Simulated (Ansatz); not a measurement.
# TiRh: squeezing one contact

An exercise on one series of results from a longer session: the logs are not shown, and one member is left open.

Program: Ansatz 0.2.0. Level of theory: DFT r²SCAN, with the methods named in each step. These are calculated values, not measurements.

1 further run of the same task is left out (it didn't finish).

**Starting point**

The structure is tetragonal, space group P4/mmm (No. 123). Conventional cell: a = 2.988 Å, b = 2.988 Å, c = 3.350 Å, α = 90.00°, β = 90.00°, γ = 90.00°. Ti (site symmetry 4/mmm) has 8 Rh at 2.70 Å and 4 Ti at 2.99 Å as nearest neighbours. Around Rh (site symmetry 4/mmm) lie 8 Ti at 2.70 Å and 4 Rh at 2.99 Å.

Structure file:

```xyz
2
Lattice="2.9880 0.0000 0.0000 0.0000 2.9880 0.0000 0.0000 0.0000 3.3500" Properties=species:S:1:pos:R:3 pbc="T T T"
Ti    1.4940    1.4940    1.6750
Rh    0.0000    0.0000    0.0000
```

Atoms are numbered in the order of the input: Ti1, Rh2.

Set-up of the first run:

input.yaml

```yaml
crystal:
  lattice:
    - [2.988, 0.0, 0.0]
    - [0.0, 2.988, 0.0]
    - [0.0, 0.0, 3.35]
  atoms:
    - { symbol: Ti, position: [0.5, 0.5, 0.5] }
    - { symbol: Rh, position: [0.0, 0.0, 0.0] }
kpoints:
  mp_grid: { grid: [10, 10, 9] }
scf:
  occupations: { method: fermi_dirac, width: 0.05 }
hamiltonian:
  xc: r2scan
  pseudopotentials: { kind: paw }
output:
  forces: true
  stress: true
  eigenvalues: true
  efg: { contact_densities: true }
  populations: true
  write_density: true
  write_potential: true
  elf: true
  volumetric_format: npy
```

Launch:

```sh
$ ansatz run input.yaml --threads 1 --pin off --max-ram 2048MiB --backend cpu --events-out ev --progress --plain --runs-dir out
```

Steps of the session up to this table: Shortest bond scaled by 1, PAW; Shortest bond scaled by 0.82, PAW; Shortest bond scaled by 0.76, PAW; Shortest bond scaled by 0.64, PAW; Shortest bond scaled by 0.58, PAW; Shortest bond scaled by 0.58, PAW (source ansatz).

One table of the session follows, with a row left open; its other results are not shown here.

```
             method  length (Å)  F from the given length (eV/cell)  force along the bond (eV/Å)  pressure (GPa)  largest force (eV/Å)
                PAW       1.564                              8.279                       36.661          131.37                36.673
                PAW       1.726                              4.201                       16.820           73.58                16.831
                PAW       2.049                              1.134                        5.020           25.19                 5.031
                PAW       2.211                                  ?                            ?               ?                     ?
                PAW       2.696                              0.000                        0.000           -3.14                 0.000
PAW (source ansatz)       1.564                                  –                       36.383          131.36                36.396
```

Q: Estimate the row for PAW, 2.211 from the others.

As computed: F from the given length (eV/cell): 0.530; force along the bond (eV/Å): 2.644; pressure (GPa): 11.99; largest force (eV/Å): 2.659.

Caveats from the session: Warnings in the runs' records: gradients without spin orbit.
